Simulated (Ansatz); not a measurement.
# C (diamond type): how the settings move a relaxation

How sensitive is a relaxation of C (diamond type) to its settings? A reference run comes first, then one run with altered input.

Computed with Ansatz 0.2.0 (reference: DFT, PBE, PAW with Ansatz's default frozen-core files, scalar-relativistic, unless a step's input says otherwise).

## Step 1: The system as given

Symmetry: Fd-3m, No. 227, cubic system. The conventional cell has a = 4.021 Å, b = 4.021 Å, c = 4.021 Å, α = 90.00°, β = 90.00°, γ = 90.00°. C (site symmetry -43m) is surrounded by 4 C at 1.74 Å.

As a file:

```xyz
2
Lattice="0.0000 2.0104 2.0104 2.0104 0.0000 2.0104 2.0104 2.0104 0.0000" Properties=species:S:1:pos:R:3 pbc="T T T"
C    -0.5026   -0.5026   -0.5026
C     0.5026    0.5026    0.5026
```

## Step 2: Baseline

input.yaml reads:

```yaml
crystal:
  lattice:
    - [0.0, 2.0103628793, 2.0103628793]
    - [2.0103628793, 0.0, 2.0103628793]
    - [2.0103628793, 2.0103628793, 0.0]
  atoms:
    - { symbol: C, position: [-0.125, -0.125, -0.125] }
    - { symbol: C, position: [0.125, 0.125, 0.125] }
kpoints:
  mp_grid: { grid: [14, 14, 14] }
scf:
  occupations: { method: fermi_dirac, width: 0.02 }
hamiltonian:
  xc: pbe
  pseudopotentials: { kind: paw }
output:
  forces: true
  stress: true
relax:
  f_tol: 0.005
  max_steps: 40
  cell: {}
```

On the command line:

```sh
$ ansatz run input.yaml --threads 2 --pin off --max-ram 4096MiB --backend cpu --events-out ev --progress --plain --runs-dir out
```

## Step 3: Variant: scf.algorithm density_mixing, xc rpbe

input.yaml: that of step 2 with these lines changed.

```diff
@@ -12,4 +12,5 @@
   occupations: { method: fermi_dirac, width: 0.02 }
+  algorithm: density_mixing
 hamiltonian:
-  xc: pbe
+  xc: rpbe
   pseudopotentials: { kind: paw }
```

Before running it: what results should come out? Wanted: for each run, ending; energy change; pressure; gap; force.

The runs gave:

```tsv
run	ending	energy change	pressure (GPa)	gap (eV)	force (eV/Å)	cycles	time
reference	converged	-	0.0	4.13	0.00	49	3.6 s
1: scf.algorithm density_mixing, xc rpbe	converged	not comparable	0.0	4.10	0.00	49	4.3 s
```

Total energies don't compare across a change of functional; the gap on the mesh goes from 4.13 to 4.10 eV and the final volume goes from 11.39 to 11.55 Å³.
